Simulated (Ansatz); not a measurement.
# CH₇SbSi: how energies converge with the basis set

An exercise on one series of results from a longer session: the logs are not shown, and one member is left open.

Method: one geometry, several basis sets; program: Ansatz 0.2.0, Gaussian basis.

Plan: PBE0-D4/def2-SVP; ωB97M-V/def2-SVP; PBE0-D4/def2-QZVPP; ωB97M-V/def2-QZVPP; the functionals' def2-TZVPP values are taken from earlier runs.

## The geometry

The geometry comes from an earlier relaxation with PBE0-D4 in a triple-zeta def2 set; it is a stationary point, not always the lowest conformer. Sb takes the def2 core potential; no spin-orbit term is included.

10 atoms, charge 0, spin multiplicity 1.

Atoms are counted from 1 here; the program's logs count them from 0.

Bond lengths: Si1–C2 1.865 Å, Si1–H4 1.492 Å, Si1–H5 1.487 Å, Si1–H6 1.487 Å, C2–Sb3 2.170 Å, C2–H7 1.093 Å, C2–H8 1.093 Å, Sb3–H9 1.712 Å, Sb3–H10 1.712 Å. Angles: C2–Si1–H4 111.6°, C2–Si1–H5 110.0°, C2–Si1–H6 110.0°, H4–Si1–H5 108.2°, H4–Si1–H6 108.2°, H5–Si1–H6 108.8°, Si1–C2–Sb3 114.3°, Si1–C2–H7 111.1°, Si1–C2–H8 111.1°, Sb3–C2–H7 106.4°, Sb3–C2–H8 106.3°, H7–C2–H8 107.2°, C2–Sb3–H9 94.1°, C2–Sb3–H10 94.1°, H9–Sb3–H10 90.9°.

Set-up of the first run:

in.yaml reads:

```yaml
crystal:
  periodic: [false, false, false]
  atoms:
    - {symbol: Si, position_ang: [-1.049476, 0.231422, -0.643509]}
    - {symbol: C, position_ang: [0.274159, -0.944943, -0.058808]}
    - {symbol: Sb, position_ang: [1.800848, -0.028628, 1.182122]}
    - {symbol: H, position_ang: [-2.065337, -0.460639, -1.488347]}
    - {symbol: H, position_ang: [-0.440023, 1.322135, -1.449561]}
    - {symbol: H, position_ang: [-1.747406, 0.832190, 0.523869]}
    - {symbol: H, position_ang: [0.796820, -1.400413, -0.903959]}
    - {symbol: H, position_ang: [-0.155402, -1.758119, 0.532077]}
    - {symbol: H, position_ang: [0.676670, 0.825531, 2.149857]}
    - {symbol: H, position_ang: [1.992346, 1.330365, 0.159161]}
basis:
  gaussian: {orbitals: def2-SVP}
hamiltonian: {xc: pbe0, dispersion: d4}
output: {orbitals: {seedname: orbitals}}
```

The run is started by

```
$ ansatz run in.yaml --threads 2 --pin off --events-out ev --progress --plain --max-ram 4352MiB
```

Among the steps run: PBE0-D4 in def2-SVP; ωB97M-V in def2-SVP; PBE0-D4 in def2-QZVPP; ωB97M-V in def2-QZVPP.

One table of the session follows, with a row left open; its other results are not shown here.

It belongs to the step «Functionals by basis». 

| functional | basis | HOMO (eV) |
| --- | --- | --- |
| PBE0-D4 | def2-SVP | -7.02 |
| PBE0-D4 | def2-TZVPP | -7.08 |
| PBE0-D4 | def2-QZVPP | ? |
| ωB97M-V | def2-SVP | -9.05 |
| ωB97M-V | def2-TZVPP | -9.14 |
| ωB97M-V | def2-QZVPP | -9.15 |

**Question.** Estimate the row for PBE0-D4, def2-QZVPP.

As computed: HOMO (eV): -7.09. In the column «HOMO (eV)» it lies between ωB97M-V, def2-SVP (-9.05) and PBE0-D4, def2-TZVPP (-7.08).
